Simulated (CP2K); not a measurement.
NiMoIrPdW:

```xyz
5
Lattice="2.7401 0.0000 0.0000 0.0000 2.7401 0.0000 1.3700 -1.3700 9.7165" Properties=species:S:1:pos:R:3 pbc="T T T"
Ni    1.3700    1.3700    5.8567
Mo    2.7401    0.0000    7.5940
Pd    2.7401    0.0000    4.0207
Ir    1.3700    1.3700    1.9542
W     2.7401    0.0000    0.0845
```

The cell was built by a generator and needn't be a form met in nature.

Base run:

- Program: CP2K 2026.2
- Functional: r2SCAN
- Potentials or basis: GTH_POTENTIALS Ni GTH-PBE-q18, Pd GTH-PBE-q18, Ir GTH-PBE-q17, W GTH-PBE-q14; POTENTIAL_UZH Mo GTH-PBE-q14; TZVP-MOLOPT-SR-GTH, TZVP-MOLOPT-PBE-GTH basis
- Density cutoff: 13606 eV
- k mesh: 10 × 10 × 10
- Occupations: fermi-dirac, width 0.05 eV
- Spin: collinear spin, ferromagnetic start
- Starting moments: [1.0, 1.0, 0.0, 0.6, 0.0] μB

Its results: band gap on the k mesh none (metal or under the smearing width); pressure -5.7 GPa; net moment 0.00 μB per cell.

Question: The run is repeated on the same cell with these changes: functional from r2SCAN to RPBE. What comes out?

Answer: Band gap on the k mesh none (metal or under the smearing width); pressure 3.4 GPa; net moment 0.00 μB per cell.

Caveats: the potentials were made for another functional, which shifts forces and pressure; the basis of atomic orbitals isn't converged, which shifts pressures, moduli and gaps.

Not every run made on this cell is shown here.
